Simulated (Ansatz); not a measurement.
# SiGeH5 (doublet): the correlation ladder at a displaced geometry (v2), cc-pVDZ

One table from this session's results is given with a row withheld; the runs are named, their logs left out.

The runs use Ansatz 0.2.0, Gaussian basis; cc-pVDZ, core rule «outside noble gas», up to 19 orbitals frozen.

To be run: UHF; CCSD(T) on ROHF; CCSD(T) on UHF; BCCD(T) on ROHF; CISD as a restricted active space (open shells left free, so some higher excitations enter); CCSDT(Q) on ROHF; CCSDT(Q) on UHF; CASSCF and NEVPT2, 9 electrons in 9 orbitals.

21 further runs of the same task are left out: 9 that didn't finish, 12 set aside as unsound or not needed. Runs told in other sessions of the task aren't counted.

### The geometry

The geometry is a PBE0/def2-TZVP stationary point (not a proven minimum) with its atoms shifted at random (size 0.100 Å). No spin-orbit coupling is included. The filled d shell of Ge may be among the frozen orbitals whatever the setting's name suggests.

7 atoms, charge 0, spin multiplicity 2.

Atoms are counted from 1 here; the program's logs count them from 0.

Bond lengths: Si1–Ge2 2.359 Å, Si1–H3 1.478 Å, Si1–H4 1.432 Å, Ge2–H5 1.463 Å, Ge2–H6 1.747 Å, Ge2–H7 1.626 Å. Angles: Ge2–Si1–H3 115.7°, Ge2–Si1–H4 117.1°, H3–Si1–H4 109.7°, Si1–Ge2–H5 116.8°, Si1–Ge2–H6 108.3°, Si1–Ge2–H7 111.7°, H5–Ge2–H6 108.1°, H5–Ge2–H7 108.4°, H6–Ge2–H7 102.4°.

Set-up of the first run:

Contents of in.yaml:

```yaml
crystal:
  periodic: [false, false, false]
  atoms:
    - {symbol: Si, position_ang: [0.034448, -0.002055, 1.692333]}
    - {symbol: Ge, position_ang: [-0.032654, 0.006319, -0.665800]}
    - {symbol: H, position_ang: [0.540820, -1.242959, 2.314388]}
    - {symbol: H, position_ang: [0.623928, 1.135480, 2.332602]}
    - {symbol: H, position_ang: [-0.687133, 1.148497, -1.303635]}
    - {symbol: H, position_ang: [1.607479, -0.080244, -1.261600]}
    - {symbol: H, position_ang: [-0.691679, -1.358939, -1.254609]}
basis:
  gaussian: {orbitals: cc-pVDZ}
magnetization: {spin_polarized: true, initial_magnetization: 1}
hamiltonian: {xc: hf}
output: {orbitals: {seedname: orbitals}}
```

Launch:

```sh
$ ansatz run in.yaml --threads 1 --pin off --events-out ev --progress --plain --max-ram 2393MiB
```

Steps of the session up to this table: UHF; CCSD(T) on ROHF; CCSD(T) on UHF; BCCD(T) on ROHF; CISD as a restricted active space (open shells left free, so some higher excitations enter); CCSDT(Q) on ROHF; CCSDT(Q) on UHF; CASSCF and NEVPT2, 9 electrons in 9 orbitals.

One table of the session follows, with a row left open; its other results are not shown here.

It belongs to the step «Misses and costs». 

| method | from UCCSDT(Q) (meV) |
| --- | --- |
| ROHF | +6688.6 |
| UHF | +6625.1 |
| RMP2 | +1491.6 |
| UMP2 | +1485.4 |
| CISD | ? |
| RCCSD | +198.3 |
| UCCSD | +196.7 |
| RCCSD(T) | +40.3 |
| UCCSD(T) | +40.1 |
| BCCD(T) | +39.3 |
| RCCSDT | +6.3 |
| UCCSDT | +6.0 |
| RCCSDT(Q) | +0.5 |
| UCCSDT(Q) | 0 |
| CASSCF frontier | +5012.9 |
| NEVPT2 frontier | +1441.7 |

Estimate the missing values for CISD.

The run gave: from UCCSDT(Q) (meV): +804.7. In the column «from UCCSDT(Q) (meV)» it lies between RCCSD (+198.3) and NEVPT2 frontier (+1441.7).

To keep in mind: Restricted and unrestricted rows rest on different reference determinants; a gap between their highest levels can come from leftover correlation error, from unlike frozen cores or from another state.
